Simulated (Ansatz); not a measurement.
Task: an atomisation energy of CH3BOS, SMILES O=CBS, with the Python package of Ansatz (0.2.0). Give the script and its output. Use (for the species named): r2scan0, pcseg-2 basis, multiplicity 1.

Contents of `ch3bos.xyz`:
```text
7

O    -1.23190    1.72330    0.10740
C    -0.69810    0.81780   -0.40140
B    -0.13910   -0.29930    0.49920
S     0.87360   -1.75150   -0.25570
H    -0.58040    0.75130   -1.49510
H    -0.22540   -0.21890    1.68560
H     2.06260   -1.09080   -0.18570
```

`ch3bos.py`
```python
'''Atomisation energy of CH3BOS at the given geometry.'''

from collections import Counter

import ansatz as az

BASIS = 'pcseg-2'
FUNCTIONAL = 'r2scan0'


def total_energy(molecule, charge=0, unpaired=0):
    calc = (
        molecule.calculation()
        .basis(gaussian=BASIS)
        .functional(FUNCTIONAL)
    )
    if charge:
        calc = calc.charge(charge)
    if unpaired:
        calc = calc.spin('collinear', total=unpaired)
    report = calc.run().report
    if report['published_state_doubts']:
        print('  doubts:', report['published_state_doubts'])
    return report['free_energy_ev']

ch3bos = az.Crystal.molecule_from_extxyz('ch3bos.xyz')

# unpaired electrons of the ground-state atoms
unpaired = {'O': 2, 'C': 2, 'B': 1, 'S': 2, 'H': 1}
counts = Counter(site.symbol for site in ch3bos.cartesian_sites)
atom_energy = {s: total_energy(az.Crystal.molecule().atom(s, (0, 0, 0)), 0, unpaired[s]) for s in counts}
whole = total_energy(ch3bos, 0, 0)
for s, e in atom_energy.items():
    print(f'{s:2s} x{counts[s]}  {e:14.5f} eV')
print(f'CH3BOS: {whole:.5f} eV')
split = sum(counts[s] * e for s, e in atom_energy.items()) - whole
print(f'atomisation energy (no zero-point term): {96.485332 * split:.1f} kJ/mol, {split / sum(counts.values()):.3f} eV an atom')
```

```console
$ python ch3bos.py
O  x1     -2042.32601 eV
C  x1     -1029.46846 eV
B  x1      -670.41461 eV
S  x1    -10832.53555 eV
H  x3       -13.60583 eV
CH3BOS: -14641.55049 eV
atomisation energy (no zero-point term): 2507.5 kJ/mol, 3.713 eV an atom
```

2507.5 kJ/mol from the electronic energies, without the zero-point term.

Notes:
- Total energies depend on the basis set; only differences at equal settings carry meaning.
- The geometry is a force-field or estimated start, not a minimum of this method, and the basis set is short of its limit. All parts are taken at fixed geometry, without zero-point energy.
- Finished in 8.9 s on 1 thread of Arm Neoverse V2, on a shared host, peak memory 0.36 GiB.

(Lines on the test bed's own set-up are left out of the output.)
